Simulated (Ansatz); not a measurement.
# C2HBClFS: a ladder of functionals and wavefunction methods

The task here is to estimate one member of a computed series from the others.

The runs use Ansatz 0.2.0, Gaussian basis; functionals in def2-TZVPP, the program's frozen cores in correlated methods.

Plan: LDA (SPW92), PBE-D4, revPBE-D4, BLYP-D4, r2SCAN-D4, B97M-V, PBE0-D4, B3LYP-D4, r2SCANh-D4, r2SCAN0-D4, HSE06-D4, BHLYP-D4, CAM-B3LYP-D4, LC-ωPBE, ωB97X-V, ωB97M-V, B2PLYP, PBE-QIDH; CCSD(T)/def2-SVP; CCSD(T)/def2-TZVPP; MP2/def2-QZVPP; extrapolation to the limit; RPA on PBE.

## The geometry

All runs share one geometry, relaxed beforehand with PBE0-D4 in a triple-zeta def2 set.

SMILES `FB1C(S)=C1Cl`, 7 atoms, charge 0, spin multiplicity 1.

Atoms are counted from 1 here; the program's logs count them from 0.

Bond lengths: F1–B2 1.312 Å, B2–C3 1.487 Å, B2–C5 1.455 Å, C3–S4 1.705 Å, C3–C5 1.361 Å, S4–H7 1.343 Å, C5–Cl6 1.689 Å. Angles: F1–B2–C3 150.2°, F1–B2–C5 154.6°, C3–B2–C5 55.1°, B2–C3–S4 161.1°, B2–C3–C5 61.3°, S4–C3–C5 137.6°, C3–S4–H7 96.7°, B2–C5–C3 63.6°, B2–C5–Cl6 159.4°, C3–C5–Cl6 137.0°.

Set-up of the first run:

Input file in.yaml:

```yaml
crystal:
  periodic: [false, false, false]
  atoms:
    - {symbol: F, position_ang: [-0.662055, -1.949223, 1.349788]}
    - {symbol: B, position_ang: [-0.359501, -0.781521, 0.834925]}
    - {symbol: C, position_ang: [0.115877, 0.040346, -0.308910]}
    - {symbol: S, position_ang: [0.683942, 0.475687, -1.856529]}
    - {symbol: C, position_ang: [-0.206289, 0.665006, 0.856945]}
    - {symbol: Cl, position_ang: [-0.227640, 2.248248, 1.443994]}
    - {symbol: H, position_ang: [0.716966, -0.766543, -2.365915]}
basis:
  gaussian: {orbitals: def2-TZVPP}
hamiltonian: {xc: lda}
output: {orbitals: {seedname: orbitals}}
```

Steps of the session up to this table: LDA; PBE-D4 (GGA); revPBE-D4 (GGA); BLYP-D4 (GGA); r2SCAN-D4 (meta-GGA); B97M-V (meta-GGA); PBE0-D4 (hybrid); B3LYP-D4 (hybrid); r2SCANh-D4 (hybrid); r2SCAN0-D4 (hybrid); HSE06-D4 (hybrid); BHLYP-D4 (hybrid); CAM-B3LYP-D4 (range-separated); LC-ωPBE (range-separated); ωB97X-V (range-separated); ωB97M-V (range-separated); B2PLYP (double hybrid); PBE-QIDH (double hybrid).

One table of the session follows, with a row left open; its other results are not shown here.

It belongs to the step «Orbital energies across the functionals». 

| functional | HOMO (eV) | gap (eV) |
| --- | --- | --- |
| LDA (SPW92) | -6.57 | 4.83 |
| PBE-D4 | -6.40 | 4.90 |
| revPBE-D4 | -6.34 | 4.93 |
| BLYP-D4 | -6.21 | 4.89 |
| r2SCAN-D4 | -6.64 | 5.34 |
| B97M-V | ? | ? |
| PBE0-D4 | -7.52 | 6.98 |
| B3LYP-D4 | -7.27 | 6.54 |
| r2SCANh-D4 | -7.05 | 6.10 |
| r2SCAN0-D4 | -7.67 | 7.25 |
| HSE06-D4 | -7.13 | 6.20 |
| BHLYP-D4 | -8.47 | 9.07 |
| CAM-B3LYP-D4 | -8.73 | 9.36 |
| LC-ωPBE | -10.08 | 11.77 |
| ωB97X-V | -9.70 | 11.38 |
| ωB97M-V | -9.54 | 10.99 |

**Question.** Estimate the row for B97M-V.

**Answer.** HOMO (eV): -6.67; gap (eV): 5.53. In the column «HOMO (eV)» it lies between r2SCANh-D4 (-7.05) and r2SCAN-D4 (-6.64).
